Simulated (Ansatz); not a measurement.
**WNH (triplet): wave-function methods side by side, def2-QZVPP**

One table from this session's results is given with a row withheld; the runs are named, their logs left out.

Method: def2-QZVPP, core rule «outside noble gas», up to 5 orbitals frozen; program: Ansatz 0.2.0, Gaussian basis.

Plan: UHF; ROHF; CCSD(T) on UHF.

2 further runs of the same task are left out: 2 set aside as unsound or not needed.

### What is computed

The geometry is a PBE0/def2-TZVP stationary point (not a proven minimum). No spin-orbit coupling is included. Elements past krypton take def2 core potentials.

3 atoms, charge 0, spin multiplicity 3.

Atoms are counted from 1 here; the program's logs count them from 0.

Bond lengths: W1–N2 1.692 Å, N2–H3 1.008 Å. Angles: W1–N2–H3 180.0°.

Set-up of the first run:

in.yaml reads:

```yaml
crystal:
  periodic: [false, false, false]
  atoms:
    - {symbol: W, position_ang: [0.000000, 0.000000, -1.464300]}
    - {symbol: N, position_ang: [0.000000, 0.000000, 0.228100]}
    - {symbol: H, position_ang: [0.000000, 0.000000, 1.236200]}
basis:
  gaussian: {orbitals: "def2-QZVPP.json"}
magnetization: {spin_polarized: true, initial_magnetization: 2}
hamiltonian: {xc: hf}
output: {orbitals: {seedname: orbitals}}
```

The run is started by

```sh
$ ansatz run in.yaml --threads 1 --pin off --events-out ev --progress --plain --max-ram 4096MiB --backend cpu
```

Among the steps run: UHF; ROHF; CCSD(T) on UHF.

One of the session's tables, all rows but one given; the rest of the session is left out.

```
  method  from UCCSD(T) (meV)
    ROHF             +12006.5
     UHF             +11229.6
    UMP2              +1156.7
   UCCSD                    ?
UCCSD(T)                    0
```

Estimate the missing values for UCCSD.

**Answer.** from UCCSD(T) (meV): +738.6. In the column «from UCCSD(T) (meV)» it lies between UCCSD(T) (0) and UMP2 (+1156.7).

Caveats from the session: The determinant is far from a pure spin state, so its energy mixes those of several spin states (harmless only where they are near-degenerate, as at dissociation).
